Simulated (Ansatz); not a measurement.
# FH4NSi: the cost of one run

The runs use Ansatz 0.2.0, Gaussian basis; PBE0-D4/def2-TZVP structures, single points in def2-TZVPP, no counterpoise correction.

Levels: SPW92, PBE-D4, BLYP-D4, r2SCAN-D4, B97M-V, PBE0-D4, B3LYP-D4, r2SCAN0-D4, BHLYP-D4, CAM-B3LYP-D4, wB97X-V, wB97M-V, B2PLYP, PBE-QIDH, RPA on PBE, Hartree-Fock, MP2, CCSD, CCSD(T).

Correlated methods freeze the cores. B3LYP uses VWN-RPA correlation. B2PLYP carries no dispersion term here.

94 further runs of the same task are left out: 94 set aside as unsound or not needed.

**1. Where the work starts**

The complex: 12 atoms, charge 0, spin multiplicity 1.

Atoms are counted from 1 here; the program's logs count them from 0.

Bond lengths: Si1–F2 1.608 Å, Si1–H3 1.479 Å, Si1–H4 1.479 Å, Si1–N5 1.694 Å, N5–H8 1.006 Å, N5–H9 1.006 Å, H6–Si7 1.483 Å, Si7–H10 1.487 Å, Si7–H11 1.487 Å, Si7–H12 1.482 Å. Angles: F2–Si1–H3 105.7°, F2–Si1–H4 105.7°, F2–Si1–N5 114.4°, H3–Si1–H4 114.1°, H3–Si1–N5 108.4°, H4–Si1–N5 108.7°, Si1–N5–H8 121.9°, Si1–N5–H9 121.8°, H8–N5–H9 111.9°, H6–Si7–H10 109.4°, H6–Si7–H11 109.1°, H6–Si7–H12 110.6°, H10–Si7–H11 108.3°, H10–Si7–H12 109.8°, H11–Si7–H12 109.5°.

Geometry (Å):

```
Si   -1.65309   -0.32005    0.77216
F    -1.31030   -0.65791   -0.76211
H    -2.79384   -1.19214    1.12768
H    -1.96545    1.12487    0.80241
N    -0.38767   -0.62617    1.85664
H     1.81518   -0.76049   -1.16688
Si    1.56840    0.64078   -1.58586
H    -0.17175   -1.55680    2.17270
H     0.40444   -0.01023    1.93439
H     0.97552    1.39871   -0.45263
H     2.86325    1.27608   -1.94649
H     0.65543    0.68333   -2.75192
```

Its parts: FH4NSi holds atoms 1, 2, 3, 4, 5, 8, 9; SiH4 holds atoms 6, 7, 10, 11, 12. Each part counts its atoms afresh in its own runs.

**2. Relaxing FH4NSi alone**

relax-a/in.yaml reads:

```yaml
crystal:
  periodic: [false, false, false]
  atoms:
    - {symbol: Si, position_ang: [-1.653093, -0.320049, 0.772160]}
    - {symbol: F, position_ang: [-1.310303, -0.657909, -0.762109]}
    - {symbol: H, position_ang: [-2.793843, -1.192137, 1.127682]}
    - {symbol: H, position_ang: [-1.965451, 1.124874, 0.802406]}
    - {symbol: N, position_ang: [-0.387671, -0.626173, 1.856642]}
    - {symbol: H, position_ang: [-0.171749, -1.556798, 2.172704]}
    - {symbol: H, position_ang: [0.404436, -0.010226, 1.934391]}
basis:
  gaussian: {orbitals: def2-TZVP}
hamiltonian: {xc: pbe0, dispersion: d4}
relax: {f_tol: 0.005, max_steps: 200}
```

On the command line:

```console
ansatz run in.yaml --threads 4 --pin off --events-out ev --progress --plain --max-ram 9574MiB
```

**Question.** How long does this run take on 4 threads of Arm Neoverse V1, shared host?

About 4.6 s.
